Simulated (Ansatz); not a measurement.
**CH3F on W (100)**

Aim: for W, adsorb CH3F from several starts and take the binding apart.

The COD cell was measured well above room temperature, so it is larger than a cold one.

Computed with Ansatz 0.2.0 (DFT PBE+D3(BJ), scalar-relativistic, plane waves, PAW, unless a step's input says otherwise).

3 further runs of the same task are left out: 3 set aside as unsound or not needed.

### 1 The structure to begin with

The structure is tetragonal, space group P4mm (No. 99). Conventional cell: a = 3.159 Å, b = 3.159 Å, c = 20.739 Å, α = 90.00°, β = 90.00°, γ = 90.00°. W (site symmetry 4mm) has 4 W at 2.74 Å as nearest neighbours. Around W (site symmetry 4mm) lie 13 W at 2.74 to 3.16 Å. Around W (site symmetry 4mm) lie 8 W at 2.65 to 2.78 Å. W (site symmetry 4mm) is surrounded by 4 W at 2.65 Å.

As a file:

```cif
data_structure
_symmetry_space_group_name_H-M 'P4mm'
_symmetry_Int_Tables_number 99
_cell_length_a 3.1594
_cell_length_b 3.1594
_cell_length_c 20.7391
_cell_angle_alpha 90.000
_cell_angle_beta 90.000
_cell_angle_gamma 90.000
_cell_volume 207.01
loop_
_atom_site_label
_atom_site_type_symbol
_atom_site_symmetry_multiplicity
_atom_site_Wyckoff_symbol
_atom_site_fract_x
_atom_site_fract_y
_atom_site_fract_z
_atom_site_occupancy
W1 W 1 b 0.50000 0.50000 0.61425 1
W2 W 1 a 0.00000 0.00000 0.53808 1
W3 W 1 b 0.50000 0.50000 0.45825 1
W4 W 1 a 0.00000 0.00000 0.38987 1
```

Planes are indexed in the bulk's conventional cell (Im-3m (No. 229)), a = 3.159 Å, b = 3.159 Å, c = 3.159 Å, α = 90.00°, β = 90.00°, γ = 90.00°.

It is a (100) slab, 4.7 Å thick as cut, with 16 Å of vacuum, in a 2×2 surface cell; its outer planes are W (top) and W (bottom). An earlier relaxation, lower half held, gave -166143.1794 eV, work function 4.02 eV (top face), 4.16 eV (bottom face), dipole along +c 0.031 e·Å per cell.

### 2 CH3F, flat, over a bridge (W-W) site

File input.yaml:

```yaml
crystal:
  lattice:
    - [6.3187499463, 0.0, 0.0]
    - [0.0, 6.3187499463, 0.0]
    - [0.0, 0.0, 24.4920624597]
  atoms:
    - { symbol: W, position: [0.25, 0.75, 0.3266364363] }
    - { symbol: W, position: [0.25, 0.25, 0.3266364363] }
    - { symbol: W, position: [0.75, 0.75, 0.3266364363] }
    - { symbol: W, position: [0.75, 0.25, 0.3266364363] }
    - { symbol: W, position: [0.5, 0.5, 0.3911343727] }
    - { symbol: W, position: [0.5, 0.0, 0.3911343727] }
    - { symbol: W, position: [0.0, 0.5, 0.3911343727] }
    - { symbol: W, position: [0.0, 0.0, 0.3911343727] }
    - { symbol: W, position: [0.75, 0.25, 0.4587365529] }
    - { symbol: W, position: [0.75, 0.75, 0.4587365529] }
    - { symbol: W, position: [0.25, 0.25, 0.4587365529] }
    - { symbol: W, position: [0.25, 0.75, 0.4587365529] }
    - { symbol: W, position: [0.0, 0.0, 0.5166394295] }
    - { symbol: W, position: [0.0, 0.5, 0.5166394295] }
    - { symbol: W, position: [0.5, 0.0, 0.5166394295] }
    - { symbol: W, position: [0.5, 0.5, 0.5166394295] }
    - { symbol: C, position: [0.0021566418, 0.119860966, 0.647477737] }
    - { symbol: F, position: [0.1990570429, 0.0248062832, 0.647477737] }
    - { symbol: H, position: [0.0, 0.25, 0.6170801337] }
    - { symbol: H, position: [-0.1201748992, 0.0010591998, 0.6367028176] }
    - { symbol: H, position: [-0.0314503648, 0.1848407382, 0.6886543428] }
basis:
  ecutwfc: 420
kpoints:
  mp_grid: { grid: [3, 3, 1] }
hamiltonian:
  xc: pbe
  dispersion: d3bj
scf:
  occupations: { method: gaussian, width: 0.1 }
output:
  forces: true
  eigenvalues: true
  write_density: true
  write_potential: true
  elf: true
  volumetric_format: npy
relax:
  adjacent_minimum: "off"
  f_tol: 0.04
  max_steps: 100
  constraints: [{ sites: [0, 1, 2, 3, 4, 5, 6, 7] }]
efield:
  axis: 3
  dipole_correction: true
  ramp_width: 0.04
```

Started as:

```console
$ ansatz run input.yaml --threads 4 --pin off --max-ram 10240MiB --backend cpu --events-out ev --progress --plain --runs-dir out
```

Further runs follow: CH3F, tilted, over a top (W) site; the lowest end once more, with its density; the slab alone, frozen as in the lowest end; the molecules alone, frozen as adsorbed.

**Question.** What will these runs give? Wanted: CH3F: lowest end; interaction of the frozen parts; electrons moved above the midplane.

The runs gave:

| quantity | value |
| --- | --- |
| CH3F: lowest end | E_ads -0.64 eV, tilted start over top W |
| interaction of the frozen parts | -0.49 eV a cell |
| cost of deforming the slab | -0.17 eV |
| cost of deforming and crowding the molecules | 0.02 eV |
| electrons moved above the midplane | -0.028 |

**Reading.** CH3F binds with 0.64 eV a molecule at best. In all 0.35 electrons are rearranged, and 0.03 cross the midplane towards the slab. These runs have no spin-orbit coupling; with W it would split and shift bands. Spin polarisation is off in the runs that give these values; a magnetic solution could lie lower.
